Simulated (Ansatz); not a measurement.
# In3As: from a guess to a relaxed structure

Aim: relax a trial structure of In3As and see where it ends.

Program: Ansatz 0.2.0. Level of theory: DFT PBE, scalar-relativistic, plane waves, PAW. These are calculated values, not measurements.

1 further run of the same task is left out (it didn't finish).

### Step 1. The system as given

The structure is hexagonal, space group P-6m2 (No. 187). The conventional cell has a = 3.172 Å, b = 3.172 Å, c = 9.843 Å, α = 90.00°, β = 90.00°, γ = 120.00°. Around In (site symmetry -6m2) lie 12 In at 3.13 to 3.17 Å. In (site symmetry 3m) is surrounded by 3 As at 3.00 Å and 9 In at 3.13 to 3.17 Å. As (site symmetry -6m2) is surrounded by 6 In at 3.00 Å.

Structure file:

```cif
data_structure
_symmetry_space_group_name_H-M 'P 1'
_symmetry_Int_Tables_number 1
_cell_length_a 3.1720
_cell_length_b 3.1720
_cell_length_c 9.8427
_cell_angle_alpha 90.000
_cell_angle_beta 90.000
_cell_angle_gamma 120.000
_cell_volume 85.77
loop_
_atom_site_label
_atom_site_type_symbol
_atom_site_fract_x
_atom_site_fract_y
_atom_site_fract_z
_atom_site_occupancy
In1 In 0.66667 0.33333 0.50000 1
In2 In 0.33333 0.66667 0.24192 1
In3 In 0.33333 0.66667 0.75808 1
As1 As 0.66667 0.33333 0.00000 1
```

The cell is invented: species swapped into a database cell of GaAg3 (P-6m2, No. 187), with As on the Ga sites and In on the Ag sites. Its size is a rough estimate.

### Step 2. The guess as it stands, on a coarse mesh

The input, input.yaml:

```yaml
crystal:
  lattice:
    - [3.1720161, 0.0, 0.0]
    - [-1.58600805, 2.74704652, 0.0]
    - [0.0, 0.0, 9.84269672]
  atoms:
    - { symbol: In, position: [0.66666667, 0.33333333, 0.5] }
    - { symbol: In, position: [0.33333333, 0.66666667, 0.24192345] }
    - { symbol: In, position: [0.33333333, 0.66666667, 0.75807655] }
    - { symbol: As, position: [0.66666667, 0.33333333, 0.0] }
basis:
  ecutwfc: 420
kpoints:
  mp_grid: { grid: [6, 6, 2] }
hamiltonian:
  xc: pbe
scf:
  occupations: { method: gaussian, width: 0.1 }
  lower_state_search: "off"
output:
  forces: true
  stress: true
  eigenvalues: true
```

Run with:

```sh
ansatz run input.yaml --threads 1 --pin off --max-ram 2560MiB --backend cpu --events-out ev --progress --plain --runs-dir out
```

The session goes on with these runs: coarse relaxation; full relaxation; relaxing again on a mesh for the new cell.

Before running it: what results should come out? Wanted: conventional cell; volume; energy over the elements; gap on the mesh.

**Answer**, as computed:

| quantity | value |
| --- | --- |
| symmetry at the end (tolerance 0.05 Å) | space group P-6m2 (No. 187) |
| conventional cell | a = 3.371 Å, b = 3.371 Å, c = 10.518 Å, α = 90.00°, β = 90.00°, γ = 120.00° |
| volume | 25.88 Å³/atom |
| energy over the elements | +0.13 eV/atom |
| gap on the mesh | none (metal) |

The space group P-6m2 (No. 187) is kept, and the volume per atom grows by 20.7 % from the first guess. With a positive formation energy it can't be a ground state. No finished test with a distortion of lower symmetry is shown, so the end may be a saddle point.
